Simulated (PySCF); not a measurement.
# C2H8AlN (AlMe2(NH2)) at PBE0/ANO-RCC-VDZ (sfX2C)

What is the vertical singlet–triplet gap of C2H8AlN (AlMe2(NH2)) at PBE0/ANO-RCC-VDZ (sfX2C)? Input form: a Python script.

The calculation is run with PySCF 2.14.0.

## 1. The structure to begin with

C2H8AlN: 12 atoms, total charge 0, spin state singlet. SMILES: `[CH3][Al]([CH3])[NH2]`. The shape comes from GFN2-xTB, which is rough for such elements, and wasn't checked as a minimum.

Bond lengths: Al1–C2 1.994 Å, Al1–C6 1.994 Å, Al1–N10 1.782 Å, C2–H3 1.094 Å, C2–H4 1.094 Å, C2–H5 1.094 Å, C6–H7 1.094 Å, C6–H8 1.094 Å, C6–H9 1.094 Å, N10–H11 1.012 Å, N10–H12 1.012 Å. Some angles: C2–Al1–C6 123.3°, C2–Al1–N10 118.3°, C6–Al1–N10 118.3°, Al1–C2–H3 111.4°, Al1–C2–H4 112.0°, Al1–C2–H5 113.0°, Al1–C6–H7 111.3°, Al1–C6–H8 112.1°, Al1–C6–H9 113.0°, Al1–N10–H11 126.0°.

## 2. A single-point energy at PBE0/ANO-RCC-VDZ (sfX2C)

Input file input.py:

```python
# AlMe2(NH2)
from pyscf import gto, dft

system = gto.Mole()
system.atom = [
    ('Al', (-0.090570, -0.155050, 0.000160)),
    ('C', (1.899660, -0.219350, 0.100180)),
    ('H', (2.308530, -0.979290, -0.572590)),
    ('H', (2.251950, -0.478290, 1.103240)),
    ('H', (2.371210, 0.731660, -0.163140)),
    ('C', (-1.128040, 1.544200, -0.106150)),
    ('H', (-1.984400, 1.530300, 0.574890)),
    ('H', (-1.536440, 1.715300, -1.106670)),
    ('H', (-0.530810, 2.425400, 0.145140)),
    ('N', (-0.987550, -1.694620, 0.007850)),
    ('H', (-0.579640, -2.621090, 0.017400)),
    ('H', (-1.993900, -1.799180, -0.000320)),
]
system.max_memory = 1860
system.basis = 'ano-rcc-vdz'
system.verbose = 3
system.build()

ks = dft.RKS(system)
ks.xc = 'pbe0'
ks = ks.sfx2c1e()
ks.conv_tol = 1e-10
ks.grids.level = 4
ks.kernel()
if not ks.converged:
    ks = ks.newton().run(ks.mo_coeff, ks.mo_occ)

e_tot = ks.e_tot
print('E = %.10f Eh' % e_tot)
```

On the command line:

```
$ OMP_NUM_THREADS=1 python input.py
```

The log of the run:

```text
converged SCF energy = -378.462557548228
E = -378.4625575482 Eh
```

Run time: 17 s. Hardware: 1 thread of Arm Neoverse V1, shared host; peak memory 0.33 GiB.

## 3. The triplet, same level

Input file mol.xyz:

```xyz
12

Al    -0.090570    -0.155050     0.000160
C      1.899660    -0.219350     0.100180
H      2.308530    -0.979290    -0.572590
H      2.251950    -0.478290     1.103240
H      2.371210     0.731660    -0.163140
C     -1.128040     1.544200    -0.106150
H     -1.984400     1.530300     0.574890
H     -1.536440     1.715300    -1.106670
H     -0.530810     2.425400     0.145140
N     -0.987550    -1.694620     0.007850
H     -0.579640    -2.621090     0.017400
H     -1.993900    -1.799180    -0.000320
```

Input file calc.py:

```python
from pyscf import gto, dft

molecule = gto.M(
    atom='mol.xyz',
    basis='ano-rcc-vdz',
    verbose=3,
    max_memory=1860,
    spin=2,
)

ks = dft.UKS(molecule, xc='pbe0')
ks = ks.sfx2c1e()
ks.grids.level = 4
ks.conv_tol = 1e-10
ks.kernel()
if not ks.converged:
    ks = ks.newton().run(ks.mo_coeff, ks.mo_occ)

e_final = ks.e_tot
print('E = %.10f Eh' % e_final)
```

On the command line:

```
$ OMP_NUM_THREADS=1 python calc.py
```

The log of the run:

```text
WARN: HOMO -0.0480396794206737 >= LUMO -0.324418489915687

WARN: HOMO -0.0995919682221689 >= LUMO -0.200148152679567

WARN: HOMO -0.0709746121563724 >= LUMO -0.216345276354584

WARN: HOMO -0.084166402503647 >= LUMO -0.25419364008815

WARN: HOMO -0.0894071024026526 >= LUMO -0.230527804538522

WARN: HOMO -0.090824418259388 >= LUMO -0.22971446280742

WARN: HOMO -0.0909953491134798 >= LUMO -0.227893497370337

WARN: HOMO -0.0911678646392797 >= LUMO -0.227532255218805

WARN: HOMO -0.0913226089349553 >= LUMO -0.227679739827833

WARN: HOMO -0.0913511471404891 >= LUMO -0.227700765145862

WARN: HOMO -0.0913508558357661 >= LUMO -0.227678906548781

WARN: HOMO -0.0913516679112183 >= LUMO -0.227671958156864

WARN: HOMO -0.0913574680787814 >= LUMO -0.227673193409891

WARN: HOMO -0.0913597493973963 >= LUMO -0.227677107805314

WARN: HOMO -0.0913551511693989 >= LUMO -0.227675505961956

WARN: HOMO -0.0913502901049141 >= LUMO -0.227672483668501

WARN: HOMO -0.0913502720615549 >= LUMO -0.227673121342058

WARN: HOMO -0.091349892742175 >= LUMO -0.22767310263365

converged SCF energy = -378.257295009416  <S^2> = 2.0016616  2S+1 = 3.0011075
E = -378.2572950094 Eh
```

Wall time 35 s (1 thread of Arm Neoverse V1, shared host); peak memory 0.35 GiB.

## 4. Results

Level: PBE0/ANO-RCC-VDZ (sfX2C).

| quantity | value |
| --- | --- |
| singlet: total energy | -378.46256 Eh |
| singlet: dipole moment | 0.81 D |
| singlet: HOMO energy | -7.12 eV |
| singlet: LUMO energy | -0.01 eV |
| singlet: HOMO–LUMO gap | 7.11 eV |
| triplet: total energy | -378.25730 Eh |
| triplet: dipole moment | 1.60 D |
| triplet: HOMO energy (highest over α and β) | -2.49 eV |
| triplet: ⟨S²⟩ | 2.002 |
| vertical energy of the triplet above the singlet | 5.585 eV |

At this shape the triplet lies 5.59 eV (129 kcal/mol) above the singlet. Mulliken charges (singlet) run from -0.92 on N10 to +1.15 on Al1; they depend strongly on the basis.
